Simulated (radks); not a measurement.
**Valence configurations of Te**

Aim: which of several valence configurations of Te lies lowest at this level, and whether it is the one NIST lists ([Kr] 4d10 5s2 5p4).

Program: radks (a radial shooting solver on a logarithmic mesh, Libxc functionals) version 1. Level of theory: scalar-relativistic Kohn-Sham, PBE, spin-polarised, spherical densities, point nucleus; open shells are filled with parallel spins first. These are calculated values, not measurements, unless marked.

## (1) The system

* element: tellurium (Z = 52)
* charge: 0
* electrons: 52
* configuration: [Kr] 4d10 5s2 5p4
* others tried: 4d10 5s1 5p5; 4d9 5s2 5p5; 4d10 5s1.5 5p4.5; 4d9.5 5s2 5p4.5; 4d9.5 5s1 5p5.5; 4d9 5s1 5p6; 4d10 5s0.5 5p5.5

The outer shells:

Te
```
[Kr] core
4d [↑↓][↑↓][↑↓][↑↓][↑↓]
5s [↑↓]
5p [↑↓][↑ ][↑ ]
```

## (2) [Kr] 4d10 5s2 5p4

Settings of this run:

```text
Z 52
configuration [Kr] 4d10 5s2 5p4
relativity scalar-relativistic
functional pbe,pbe
spin polarised
nucleus point
c 137.035999084
```

## (3) [Kr] 4d10 5s1 5p5

Settings of this run:

```text
Z 52
configuration [Kr] 4d10 5s1 5p5
relativity scalar-relativistic
functional pbe,pbe
spin polarised
nucleus point
c 137.035999084
```

## (4) [Kr] 4d9 5s2 5p5

Settings of this run:

```text
Z 52
configuration [Kr] 4d9 5s2 5p5
relativity scalar-relativistic
functional pbe,pbe
spin polarised
nucleus point
c 137.035999084
```

## (5) [Kr] 4d10 5s1.5 5p4.5

Settings of this run:

```text
Z 52
configuration [Kr] 4d10 5s1.5 5p4.5
relativity scalar-relativistic
functional pbe,pbe
spin polarised
nucleus point
c 137.035999084
```

## (6) [Kr] 4d9.5 5s2 5p4.5

Settings of this run:

```text
Z 52
configuration [Kr] 4d9.5 5s2 5p4.5
relativity scalar-relativistic
functional pbe,pbe
spin polarised
nucleus point
c 137.035999084
```

## (7) [Kr] 4d9.5 5s1 5p5.5

Settings of this run:

```text
Z 52
configuration [Kr] 4d9.5 5s1 5p5.5
relativity scalar-relativistic
functional pbe,pbe
spin polarised
nucleus point
c 137.035999084
```

## (8) [Kr] 4d9 5s1 5p6

Settings of this run:

```text
Z 52
configuration [Kr] 4d9 5s1 5p6
relativity scalar-relativistic
functional pbe,pbe
spin polarised
nucleus point
c 137.035999084
```

## (9) [Kr] 4d10 5s0.5 5p5.5

Settings of this run:

```text
Z 52
configuration [Kr] 4d10 5s0.5 5p5.5
relativity scalar-relativistic
functional pbe,pbe
spin polarised
nucleus point
c 137.035999084
```

Q: Predict the outcome of this session. Wanted: for each run, valence; E − E(NIST configuration); moment; highest level; its energy; 1s shift.

The runs gave:

```
         valence  E − E(NIST configuration) (eV)  moment (μB)  highest level  its energy (eV)  1s shift (eV)
    4d10 5s2 5p4                           0.000            2        5p down           -5.199          +0.00
4d10 5s1.5 5p4.5                           4.598            2        5p down           -5.502          -0.74
    4d10 5s1 5p5                           9.217            2        5p down           -5.800          -1.48
4d10 5s0.5 5p5.5                          14.418            1        5p down           -6.436          -2.22
 4d9.5 5s2 5p4.5                          18.671            2        5p down           -5.928          -4.37
 4d9.5 5s1 5p5.5                          28.241            2        5p down           -6.493          -5.81
     4d9 5s2 5p5                          38.441            2        5p down           -6.625          -8.78
     4d9 5s1 5p6                          48.356            2        5p down           -7.161         -10.18
```

What this shows: Theory agrees with NIST among these: the next, 4d10 5s1.5 5p4.5, lies 4.598 eV higher. The energies are those of spherical high-spin densities, not of single terms. The 1s eigenvalue shifts by up to 10.18 eV as the valence charge is rearranged.
